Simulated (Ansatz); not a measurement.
# Al2Ru: a line through an energy map

How does the energy of Al2Ru (I4/mmm, No. 139; 3 atoms in the cell) vary with volume per atom, at total spin moment of the cell, held fixed = 1.312 μB?

Computed with Ansatz 0.2.0 (DFT PBEsol, scalar-relativistic, plane waves, PAW, unless a step's input says otherwise).

28 further runs of the same task are left out: 28 set aside as unsound or not needed.

### Step 1. Starting point

The structure is tetragonal, space group I4/mmm (No. 139). Conventional cell: a = 3.121 Å, b = 3.121 Å, c = 8.422 Å, α = 90.00°, β = 90.00°, γ = 90.00°. Around Al (site symmetry 4mm) lie 5 Ru at 2.58 to 2.87 Å and 5 Al at 2.68 to 2.69 Å. Ru (site symmetry 4/mmm) has 10 Al at 2.58 to 2.87 Å as nearest neighbours.

Structure file:

```
CELL_PARAMETERS angstrom
-1.56064 1.56064 4.21104
1.56064 -1.56064 4.21104
1.56064 1.56064 -4.21104
ATOMIC_POSITIONS crystal
Al 0.65908 0.65908 0.00000
Al 0.34092 0.34092 0.00000
Ru 0.00000 0.00000 0.00000
```

It goes back to an entry of the Materials Project, which need not be the stable form.

This cell was relaxed beforehand with the same method: volume 13.68 Å³/atom, gap on the mesh none (metal).

### Step 2. What is varied

The energy is mapped over volume and a fixed ferromagnetic moment.

The axes are (1) volume per atom: 7 values from 10.26 to 17.09 Å³; (2) total spin moment of the cell, held fixed: 9 values from 0.000 to 1.500 μB.

Nothing else is relaxed (shape and fractional coordinates fixed). Points are written as (first, second).

### Step 3. Point (10.26 Å³, 1.312 μB)

The input, input.yaml:

```yaml
crystal:
  lattice:
    - [-1.4179163248, 1.4179163248, 3.8259392533]
    - [1.4179163248, -1.4179163248, 3.8259392533]
    - [1.4179163248, 1.4179163248, -3.8259392533]
  atoms:
    - { symbol: Al, position: [0.6590805105, 0.6590805105, 0.0] }
    - { symbol: Al, position: [0.3409194895, 0.3409194895, 0.0] }
    - { symbol: Ru, position: [0.0, 0.0, 0.0], spin: 1.312 }
basis:
  ecutwfc: 420
kpoints:
  mp_grid: { grid: [20, 20, 20] }
hamiltonian:
  xc: pbesol
  pseudopotentials: { kind: paw, azcp: { folder: soft_1 } }
scf:
  occupations: { method: gaussian, width: 0.15 }
  lower_state_search: "off"
output:
  forces: true
  stress: true
  eigenvalues: true
  populations: true
magnetization:
  spin_polarized: true
  initial_magnetization: 1.3125
  spin_locking: { lock_magnetization: hard }
```

Command:

```console
> ansatz run input.yaml --threads 4 --pin off --max-ram 8192MiB --backend cpu --events-out ev --progress --plain --runs-dir out
```

What it wrote (excerpt; [...] marks lines left out):

```text
Warning: <dir> the record states the generating functional pbe (its physics header spells it `PBE`), which answers neither for hamiltonian.xc's functional nor for the pbesol family's — results may be inconsistent (PPs are generated against a specific XC)
[...]
Warning: output.stress: scf.convergence.dr2_threshold = 1e-7 eV (the SCF's general default) is looser than the 3e-10 eV advised for a printed stress (1e-10 eV for each atom of the cell: 3). What an SCF threshold leaves in a stress goes as its square root, and in the free energy as the [...]
Warning: RAYON_NUM_THREADS=4 ignored (pool sized by the plan → 4); use --threads N
[...]
Pseudopotentials: kind: paw
Pseudopotential: Al, paw, valence charge 3, recommended cutoff 420 eV (normal), <dir>
Pseudopotential: Ru, paw, valence charge 16, recommended cutoff 420 eV (normal), <dir>
Functional definition: PBEsol
[...]
Crystal: 3 atoms, lattice volume = 30.768 Å³
Basis set: ecut = 420 eV, 609 PW (Γ), FFT grids on a1+a3, a2+a3, a3, exchange–correlation on 40×40×60 points (8 copies of the dense FFT grid, shifted against one another)
Bands: 16, of which v1, the nominal top of the filled ones, is band 11 counted from 1 (10 counted from 0)
Symmetry: 16 space group operations
Space group: I4/mmm (ITA 139), of the structure as read, at distance tolerance 3.1e-5 Å
Magnetic group: BNS 139.531 (UNI 1191), of the structure as read, at distance tolerance 3.1e-5 Å
k-points: 641 of 8000
[...]
Starting moments: Σ|m| = 1.3125 μB on 3 of 3 sites
[...]
SCF iter   8: F=-6863.975736 eV  HF=-6863.975736 eV  |F-HF|=9.69e-9  |Δ(HF+E_count)|=   5.42e-8  Δρ=2.72e-6 (↑2.62e-6 ↓2.72e-6)  dr2=1.22e-8  dr2_m=8.63e-11  M=1.312 μB ∫|m|=1.312 μB  ethr=4.55e-10  ⟨swp⟩=7.7  Hψ=94782  notcnv=0
[...]
SCF converged after 8 iterations
Stability checked in part: among states of this total moment the steps that led to this state did not find it unstable. No probe was made; neither looks for a lower state of another moment (fixed_total_moment; see scf.lower_state_search)
Magnetization: 1.3125 μB (11.6562 up, 10.3437 down)
Absolute magnetization: 1.3125 μB (∫|ρ↑−ρ↓|, with the PAW one-centre terms)
Spin contamination: 0.0008 ħ² per cell (⟨S²⟩ above its minimum at these occupations)
Per-site moments (μB) at R_I (Å): [(0.1213555283111364, 0.9676362761992856), (0.12135552831113638, 0.9676362761992856), (0.6168678726678865, 0.9676362761992856)]
Free energy (F): -6863.975736 eV
[...]
E sigma→0 (E₀):  -6863.969785 eV
Entropy (-TS):   -0.011903 eV (-3.968 meV/atom)
Fermi energy:    19.731206 (↑ 21.324706, ↓ 18.137706) eV
[...]
--- Forces (eV/Å), atoms counted from 1 ---
  atom   1  Al    -0.00000000     0.00000000     1.31391754
  atom   2  Al     0.00000000     0.00000000    -1.31391754
  atom   3  Ru     0.00000000    -0.00000000     0.00000000
[...]
--- Stress (GPa, compression-positive) ---
      105.111482       0.000000      -0.000000
        0.000000     105.111482       0.000000
       -0.000000       0.000000      98.834015
  P = ⅓ Tr σ = 103.0190 GPa (1030.190 kbar)
--- Band table (eV; the first three rows and the last of 1282) ---
  k-point 0 ↑: bands = ["-53.1605", "-23.3725", "-23.2191", "-23.2191", "6.3239", "12.1223", "13.8812", "16.7379", "16.7379", "17.4774", "18.4070", "23.1216", "23.2875", "26.8940", "26.8940", "27.1948"]
[...]
--- Löwdin populations: 3 sites ---
  site symbol       q [e]    m [muB]
     0     Al      2.8499     0.3036
     1     Al      2.8499     0.3036
     2     Ru     16.1243     0.6716
  spilling = 0.007996 (of n_electrons = 22.000000)
```

Wall time 11 s (4 threads of Arm Neoverse V2, shared host); peak memory 0.72 GiB.

### Step 4. The run at (12.54 Å³, 1.312 μB)

Changes to input.yaml since step 3:

```diff
@@ -2,5 +2,5 @@
   lattice:
-    - [-1.4179163248, 1.4179163248, 3.8259392533]
-    - [1.4179163248, -1.4179163248, 3.8259392533]
-    - [1.4179163248, 1.4179163248, -3.8259392533]
+    - [-1.5160409298, 1.5160409298, 4.0907071886]
+    - [1.5160409298, -1.5160409298, 4.0907071886]
+    - [1.5160409298, 1.5160409298, -4.0907071886]
   atoms:
```

Command:

```console
> ansatz run input.yaml --threads 4 --pin off --max-ram 8192MiB --backend cpu --events-out ev --progress --plain --runs-dir out
```

What it wrote (excerpt; [...] marks lines left out):

```text
Warning: <dir> the record states the generating functional pbe (its physics header spells it `PBE`), which answers neither for hamiltonian.xc's functional nor for the pbesol family's — results may be inconsistent (PPs are generated against a specific XC)
[...]
Warning: output.stress: scf.convergence.dr2_threshold = 1e-7 eV (the SCF's general default) is looser than the 3e-10 eV advised for a printed stress (1e-10 eV for each atom of the cell: 3). What an SCF threshold leaves in a stress goes as its square root, and in the free energy as the [...]
Warning: RAYON_NUM_THREADS=4 ignored (pool sized by the plan → 4); use --threads N
[...]
[... 4 set-up lines as earlier in the session ...]
[...]
Crystal: 3 atoms, lattice volume = 37.608 Å³
Basis set: ecut = 420 eV, 737 PW (Γ), FFT grids on a1+a3, a2+a3, a3, exchange–correlation on 48×48×64 points (8 copies of the dense FFT grid, shifted against one another)
[...]
Spin contamination: 0.0015 ħ² per cell (⟨S²⟩ above its minimum at these occupations)
Per-site moments (μB) at R_I (Å): [(0.10431045586128118, 1.0345999789994982), (0.10431045586128099, 1.034599978999498), (0.7346559494814396, 1.034599978999498)]
Free energy (F): -6866.456473 eV
[...]
E sigma→0 (E₀):  -6866.446981 eV
Entropy (-TS):   -0.018983 eV (-6.328 meV/atom)
Fermi energy:    15.622924 (↑ 16.833673, ↓ 14.412176) eV
[...]
--- Forces (eV/Å), atoms counted from 1 ---
  atom   1  Al     0.00000000    -0.00000000     0.10582664
  atom   2  Al     0.00000000     0.00000000    -0.10582664
  atom   3  Ru    -0.00000000     0.00000000     0.00000000
[...]
--- Stress (GPa, compression-positive) ---
       26.908354       0.000000      -0.000000
        0.000000      26.908354       0.000000
        0.000000      -0.000000      20.571713
  P = ⅓ Tr σ = 24.7961 GPa (247.961 kbar)
--- Band table (eV; the first three rows and the last of 1282) ---
  k-point 0 ↑: bands = ["-57.0003", "-27.1100", "-27.0483", "-27.0483", "3.7899", "9.4551", "11.1815", "13.2094", "13.2094", "13.4155", "14.5376", "18.1329", "19.8023", "21.9295", "21.9295", "21.9532"]
[...]
--- Löwdin populations: 3 sites ---
  site symbol       q [e]    m [muB]
     0     Al      2.9256     0.2525
     1     Al      2.9256     0.2525
     2     Ru     15.9964     0.7848
  spilling = 0.006930 (of n_electrons = 22.000000)
```

Wall time 15 s (4 threads of Arm Neoverse V2, shared host); peak memory 0.81 GiB.

### Step 5. Point (13.68 Å³, 1.312 μB)

Changes to input.yaml since step 4:

```diff
@@ -2,5 +2,5 @@
   lattice:
-    - [-1.5160409298, 1.5160409298, 4.0907071886]
-    - [1.5160409298, -1.5160409298, 4.0907071886]
-    - [1.5160409298, 1.5160409298, -4.0907071886]
+    - [-1.5606369534, 1.5606369534, 4.2110398728]
+    - [1.5606369534, -1.5606369534, 4.2110398728]
+    - [1.5606369534, 1.5606369534, -4.2110398728]
   atoms:
```

Command:

```console
> ansatz run input.yaml --threads 4 --pin off --max-ram 8192MiB --backend cpu --events-out ev --progress --plain --runs-dir out
```

What it wrote (excerpt; [...] marks lines left out):

```text
Warning: <dir> the record states the generating functional pbe (its physics header spells it `PBE`), which answers neither for hamiltonian.xc's functional nor for the pbesol family's — results may be inconsistent (PPs are generated against a specific XC)
[...]
Warning: output.stress: scf.convergence.dr2_threshold = 1e-7 eV (the SCF's general default) is looser than the 3e-10 eV advised for a printed stress (1e-10 eV for each atom of the cell: 3). What an SCF threshold leaves in a stress goes as its square root, and in the free energy as the [...]
Warning: RAYON_NUM_THREADS=4 ignored (pool sized by the plan → 4); use --threads N
[...]
[... 4 set-up lines as earlier in the session ...]
[...]
Crystal: 3 atoms, lattice volume = 41.025 Å³
Basis set: ecut = 420 eV, 795 PW (Γ), FFT grids on a1+a3, a2+a3, a3, exchange–correlation on 48×48×64 points (8 copies of the dense FFT grid, shifted against one another)
[...]
Spin contamination: 0.0022 ħ² per cell (⟨S²⟩ above its minimum at these occupations)
Per-site moments (μB) at R_I (Å): [(0.09494561441324645, 1.0650338836395499), (0.09494561441324642, 1.0650338836395499), (0.790472090536108, 1.0650338836395499)]
Free energy (F): -6866.760805 eV
[...]
E sigma→0 (E₀):  -6866.749446 eV
Entropy (-TS):   -0.022716 eV (-7.572 meV/atom)
Fermi energy:    14.050269 (↑ 15.106384, ↓ 12.994153) eV
[...]
--- Forces (eV/Å), atoms counted from 1 ---
  atom   1  Al    -0.00000000     0.00000000    -0.22438691
  atom   2  Al    -0.00000000     0.00000000     0.22438691
  atom   3  Ru    -0.00000000     0.00000000     0.00000000
[...]
--- Stress (GPa, compression-positive) ---
        7.148958       0.000000      -0.000000
        0.000000       7.148958      -0.000000
        0.000000       0.000000       1.163996
  P = ⅓ Tr σ = 5.1540 GPa (51.540 kbar)
--- Band table (eV; the first three rows and the last of 1282) ---
  k-point 0 ↑: bands = ["-58.4966", "-28.5756", "-28.5353", "-28.5353", "2.8757", "8.4366", "10.1066", "11.8507", "11.8507", "11.8984", "13.0438", "16.2443", "18.4409", "19.9499", "19.9499", "20.0246"]
[...]
--- Löwdin populations: 3 sites ---
  site symbol       q [e]    m [muB]
     0     Al      2.9515     0.2274
     1     Al      2.9515     0.2274
     2     Ru     15.9510     0.8386
  spilling = 0.006636 (of n_electrons = 22.000000)
```

Run time: 13 s. Hardware: 4 threads of Arm Neoverse V2, shared host; peak memory 0.85 GiB.

### Step 6. Grid point (15.95 Å³, 1.312 μB)

Changes to input.yaml since step 5:

```diff
@@ -2,5 +2,5 @@
   lattice:
-    - [-1.5606369534, 1.5606369534, 4.2110398728]
-    - [1.5606369534, -1.5606369534, 4.2110398728]
-    - [1.5606369534, 1.5606369534, -4.2110398728]
+    - [-1.6429126032, 1.6429126032, 4.4330428447]
+    - [1.6429126032, -1.6429126032, 4.4330428447]
+    - [1.6429126032, 1.6429126032, -4.4330428447]
   atoms:
```

Command:

```console
> ansatz run input.yaml --threads 4 --pin off --max-ram 8192MiB --backend cpu --events-out ev --progress --plain --runs-dir out
```

What it wrote (excerpt; [...] marks lines left out):

```text
Warning: <dir> the record states the generating functional pbe (its physics header spells it `PBE`), which answers neither for hamiltonian.xc's functional nor for the pbesol family's — results may be inconsistent (PPs are generated against a specific XC)
[...]
Warning: output.stress: scf.convergence.dr2_threshold = 1e-7 eV (the SCF's general default) is looser than the 3e-10 eV advised for a printed stress (1e-10 eV for each atom of the cell: 3). What an SCF threshold leaves in a stress goes as its square root, and in the free energy as the [...]
Warning: RAYON_NUM_THREADS=4 ignored (pool sized by the plan → 4); use --threads N
[...]
[... 4 set-up lines as earlier in the session ...]
[...]
Crystal: 3 atoms, lattice volume = 47.862 Å³
Basis set: ecut = 420 eV, 955 PW (Γ), FFT grids on a1+a3, a2+a3, a3, exchange–correlation on 48×48×72 points (8 copies of the dense FFT grid, shifted against one another)
[...]
Spin contamination: 0.0047 ħ² per cell (⟨S²⟩ above its minimum at these occupations)
Per-site moments (μB) at R_I (Å): [(0.07720798393613874, 1.1211816985646652), (0.07720798393613856, 1.121181698564665), (0.8904584264305485, 1.121181698564665)]
Free energy (F): -6866.467840 eV
[...]
E sigma→0 (E₀):  -6866.453723 eV
Entropy (-TS):   -0.028234 eV (-9.411 meV/atom)
Fermi energy:    11.537312 (↑ 12.337985, ↓ 10.736638) eV
[...]
--- Forces (eV/Å), atoms counted from 1 ---
  atom   1  Al     0.00000000    -0.00000000    -0.60144648
  atom   2  Al    -0.00000000     0.00000000     0.60144648
  atom   3  Ru    -0.00000000     0.00000000     0.00000000
[...]
--- Stress (GPa, compression-positive) ---
      -14.164761       0.000000       0.000000
        0.000000     -14.164761      -0.000000
        0.000000       0.000000     -19.266284
  P = ⅓ Tr σ = -15.8653 GPa (-158.653 kbar)
--- Band table (eV; the first three rows and the last of 1282) ---
  k-point 0 ↑: bands = ["-60.8981", "-30.9384", "-30.9219", "-30.9219", "1.4738", "6.8112", "8.3415", "9.5013", "9.6748", "9.6748", "10.6493", "13.2575", "16.2277", "16.7530", "16.7530", "16.9784"]
[...]
--- Löwdin populations: 3 sites ---
  site symbol       q [e]    m [muB]
     0     Al      2.9860     0.1821
     1     Al      2.9860     0.1821
     2     Ru     15.8902     0.9346
  spilling = 0.006266 (of n_electrons = 22.000000)
```

Run time: 19 s. Hardware: 4 threads of Arm Neoverse V2, shared host; peak memory 0.91 GiB.

### Step 7. Point (17.09 Å³, 1.312 μB)

Changes to input.yaml since step 6:

```diff
@@ -2,5 +2,5 @@
   lattice:
-    - [-1.6429126032, 1.6429126032, 4.4330428447]
-    - [1.6429126032, -1.6429126032, 4.4330428447]
-    - [1.6429126032, 1.6429126032, -4.4330428447]
+    - [-1.6811475493, 1.6811475493, 4.5362115427]
+    - [1.6811475493, -1.6811475493, 4.5362115427]
+    - [1.6811475493, 1.6811475493, -4.5362115427]
   atoms:
```

Command:

```console
> ansatz run input.yaml --threads 4 --pin off --max-ram 8192MiB --backend cpu --events-out ev --progress --plain --runs-dir out
```

What it wrote (excerpt; [...] marks lines left out):

```text
Warning: <dir> the record states the generating functional pbe (its physics header spells it `PBE`), which answers neither for hamiltonian.xc's functional nor for the pbesol family's — results may be inconsistent (PPs are generated against a specific XC)
[...]
Warning: output.stress: scf.convergence.dr2_threshold = 1e-7 eV (the SCF's general default) is looser than the 3e-10 eV advised for a printed stress (1e-10 eV for each atom of the cell: 3). What an SCF threshold leaves in a stress goes as its square root, and in the free energy as the [...]
Warning: RAYON_NUM_THREADS=4 ignored (pool sized by the plan → 4); use --threads N
[...]
[... 4 set-up lines as earlier in the session ...]
[...]
Crystal: 3 atoms, lattice volume = 51.282 Å³
Basis set: ecut = 420 eV, 995 PW (Γ), FFT grids on a1+a3, a2+a3, a3, exchange–correlation on 48×48×72 points (8 copies of the dense FFT grid, shifted against one another)
[...]
Spin contamination: 0.0065 ħ² per cell (⟨S²⟩ above its minimum at these occupations)
Per-site moments (μB) at R_I (Å): [(0.0686029176548073, 1.1472745788113974), (0.06860291765480706, 1.1472745788113972), (0.9366694318639034, 1.1472745788113972)]
Free energy (F): -6866.069017 eV
[...]
E sigma→0 (E₀):  -6866.053684 eV
Entropy (-TS):   -0.030666 eV (-10.222 meV/atom)
Fermi energy:    10.518214 (↑ 11.213957, ↓ 9.822472) eV
[...]
--- Forces (eV/Å), atoms counted from 1 ---
  atom   1  Al    -0.00000000     0.00000000    -0.70325488
  atom   2  Al     0.00000000    -0.00000000     0.70325488
  atom   3  Ru    -0.00000000     0.00000000     0.00000000
[...]
--- Stress (GPa, compression-positive) ---
      -19.546654       0.000000       0.000000
        0.000000     -19.546654       0.000000
       -0.000000      -0.000000     -24.177782
  P = ⅓ Tr σ = -21.0904 GPa (-210.904 kbar)
--- Band table (eV; the first three rows and the last of 1282) ---
  k-point 0 ↑: bands = ["-61.8734", "-31.9026", "-31.8922", "-31.8922", "0.9243", "6.1513", "7.6074", "8.5329", "8.7888", "8.7888", "9.6751", "12.0562", "15.3146", "15.4572", "15.4572", "15.7423"]
[...]
--- Löwdin populations: 3 sites ---
  site symbol       q [e]    m [muB]
     0     Al      2.9979     0.1611
     1     Al      2.9979     0.1611
     2     Ru     15.8692     0.9792
  spilling = 0.006137 (of n_electrons = 22.000000)
```

Wall time 20 s (4 threads of Arm Neoverse V2, shared host); peak memory 0.95 GiB.

### Step 8. The line in numbers

```
volume per atom (Å³)  step  energy (meV/atom)  pressure (GPa)  largest force on an atom (eV/Å)
               10.26     3                928             103                             1.31
               11.40     –                378              55                             0.60
               12.54     4                101              25                             0.11
               13.68     5                  0               5                             0.22
               14.81     –                 12              −8                             0.45
               15.95     6                 98             −16                             0.60
               17.09     7                231             −21                             0.70
```

Energies count from the lowest point of the line. Rows without a step come from runs not printed here or follow by symmetry.

In words: The lowest point of the line is at 13.68 Å³. Three points round the minimum, joined by a parabola, put the minimum at 14.124 Å³, with a curvature of about 87 meV/atom per (Å³)². The highest point computed, at 10.26 Å³, lies 928 meV/atom above the lowest. This is one cut through a surface in two coordinates; the map's lowest point lies off it.
